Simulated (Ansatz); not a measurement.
# TiC (singlet): from a generated start to a stationary point

Aim: relax a generated start of TiC (singlet) and see which bonds hold.

Computed with Ansatz 0.2.0, Gaussian basis. Level: RKS PBE0/def2-TZVP.

## Step 1: Starting geometry

2 atoms, charge 0, spin multiplicity 1.

Atoms are counted from 1 here; the program's logs count them from 0.

Bond lengths: Ti1–C2 2.210 Å.

The start is set by covalent radii. Sticks and bond lists go by distance. 

## Step 2: Relaxation

in.yaml reads:

```yaml
crystal:
  periodic: [false, false, false]
  atoms:
    - {symbol: Ti, position_ang: [0.000000, 0.000000, 0.000000]}
    - {symbol: C, position_ang: [0.000000, 0.000000, 2.210000]}
basis:
  gaussian: {orbitals: def2-TZVP}
hamiltonian: {xc: pbe0}
relax: {f_tol: 0.004, max_steps: 80}
```

Run with:

```
$ ansatz run in.yaml --threads 1 --pin off --events-out ev --progress --plain --max-ram 1740MiB
```

**Question.** What will these runs give? Wanted: energy gained; shift from the start; total energy; dipole moment.

**Answer**, as computed:

| quantity | value |
| --- | --- |
| steps | 8 |
| energy gained | 2.730 eV |
| shift from the start (rms) | 0.316 Å |
| total energy | -24138.8737 eV |
| dipole moment | 6.84 D |

What this shows: The bonds of the start are those of the end. Ti1–C2 went from 2.210 to 1.579 Å. No vibrations were run, so this is a stationary point, not a proven minimum, and this spin need not be the ground state's.
